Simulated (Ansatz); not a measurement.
Crystal: Ta3Cu.

```xyz
4
Lattice="-2.0065 2.0065 4.2082 2.0065 -2.0065 4.2082 2.0065 2.0065 -4.2082" Properties=species:S:1:pos:R:3 pbc="T T T"
Ta    0.0000    0.0000    4.2082
Ta    2.0065    0.0000    2.1041
Ta    0.0000    2.0065    2.1041
Cu    0.0000    0.0000    0.0000
```

The cell comes from a database or a generator and needn't be the stable form of this composition.

| Property | Result |
| --- | --- |
| Program | Ansatz 0.2.0 |
| Task | relaxation of cell and atoms |
| Functional | RPBE |
| Potentials or basis | Ansatz PAW |
| Cutoff | 420 eV (not typed: the program's choice for these potentials) |
| k mesh | 7 × 7 × 7 |
| Occupations | fermi-dirac, width 0.05 eV |
| Spin | no spin polarisation |

At the start: volume 16.94 Å³/atom.

Problem. Where does the relaxation end?

Solution. It ends after 4 steps and the volume is 17.31 Å³/atom (+2.2 %); space group I4/mmm (No. 139, to 0.05 Å).

The path:
```csv
step,energy change (eV),largest force (eV/Å),volume (Å³)
1,0.0000,0.0000,67.77
2,-0.0174,0.0000,69.37
3,-0.0176,0.0000,69.26
4,-0.0183,0.0000,69.26
```

Final structure:
```xyz
4
Lattice="-2.0229 2.0229 4.2314 2.0229 -2.0229 4.2314 2.0229 2.0229 -4.2314" Properties=species:S:1:pos:R:3 pbc="T T T"
Ta    0.0000    0.0000    4.2314
Ta    2.0229    0.0000    2.1157
Ta    0.0000    2.0229    2.1157
Cu    0.0000    0.0000    0.0000
```

Caveat: the plane-wave basis is chosen anew once the cell has moved, so the energies of steps on either side of that aren't comparable; the PAW data sets come from PBE, with cores solved anew for the run's functional, which leaves a small shift of forces and pressure.
